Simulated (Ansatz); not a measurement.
**BrCuH3N: basis-set convergence**

An exercise on one series of results from a longer session: the logs are not shown, and one member is left open.

Method: one geometry, several basis sets; program: Ansatz 0.2.0, Gaussian basis.

Plan: PBE0-D4/def2-SVP; ωB97M-V/def2-SVP; PBE0-D4/def2-QZVPP; ωB97M-V/def2-QZVPP; the functionals' def2-TZVPP values are taken from earlier runs.

## The geometry

The geometry comes from an earlier relaxation with PBE0-D4 in a triple-zeta def2 set; it is a stationary point.

SMILES `[NH3+][Cu-][Br]`, 6 atoms, charge 0, spin multiplicity 1.

Atoms are counted from 1 here; the program's logs count them from 0.

Bond lengths: N1–Cu2 1.948 Å, N1–H4 1.015 Å, N1–H5 1.015 Å, N1–H6 1.015 Å, Cu2–Br3 2.213 Å. Angles: Cu2–N1–H4 111.4°, Cu2–N1–H5 111.5°, Cu2–N1–H6 111.5°, H4–N1–H5 107.4°, H4–N1–H6 107.4°, H5–N1–H6 107.4°, N1–Cu2–Br3 179.9°.

Geometry (Å):

```mol
BrCuH3N
  3D, bonds by distance, orders not assigned

  6  5  0  0  0  0  0  0  0  0999 V2000
   -0.8008    0.0016    0.1928 N   0  0
    1.0893   -0.0259   -0.2765 Cu  0  0
    3.2373   -0.0595   -0.8095 Br  0  0
   -1.2322   -0.9056    0.0475 H   0  0
   -1.3134    0.6749   -0.3677 H   0  0
   -0.9381    0.2505    1.1672 H   0  0
  1  2  8  0
  2  3  8  0
  1  4  8  0
  1  5  8  0
  1  6  8  0
M  END
```

The first run:

Contents of in.yaml:

```yaml
crystal:
  periodic: [false, false, false]
  atoms:
    - {symbol: N, position_ang: [-0.800831, 0.001608, 0.192799]}
    - {symbol: Cu, position_ang: [1.089293, -0.025948, -0.276489]}
    - {symbol: Br, position_ang: [3.237325, -0.059525, -0.809525]}
    - {symbol: H, position_ang: [-1.232247, -0.905552, 0.047480]}
    - {symbol: H, position_ang: [-1.313361, 0.674881, -0.367719]}
    - {symbol: H, position_ang: [-0.938079, 0.250535, 1.167154]}
basis:
  gaussian: {orbitals: def2-SVP}
hamiltonian: {xc: pbe0, dispersion: d4}
output: {orbitals: {seedname: orbitals}}
```

Launch:

```bash
$ ansatz run in.yaml --threads 4 --pin off --events-out ev --progress --plain --max-ram 10444MiB
```

Among the steps run: PBE0-D4 in def2-SVP; ωB97M-V in def2-SVP; PBE0-D4 in def2-QZVPP; ωB97M-V in def2-QZVPP.

One table of the session follows, with a row left open; its other results are not shown here.

It belongs to the step «Functionals by basis». 

| functional | basis | HOMO (eV) |
| --- | --- | --- |
| PBE0-D4 | def2-SVP | ? |
| PBE0-D4 | def2-TZVPP | -6.39 |
| PBE0-D4 | def2-QZVPP | -6.44 |
| ωB97M-V | def2-SVP | -8.14 |
| ωB97M-V | def2-TZVPP | -8.63 |
| ωB97M-V | def2-QZVPP | -8.69 |

Q: Estimate the row for PBE0-D4, def2-SVP from the others.

**Answer.** HOMO (eV): -5.92. In the column «HOMO (eV)» it is the highest.
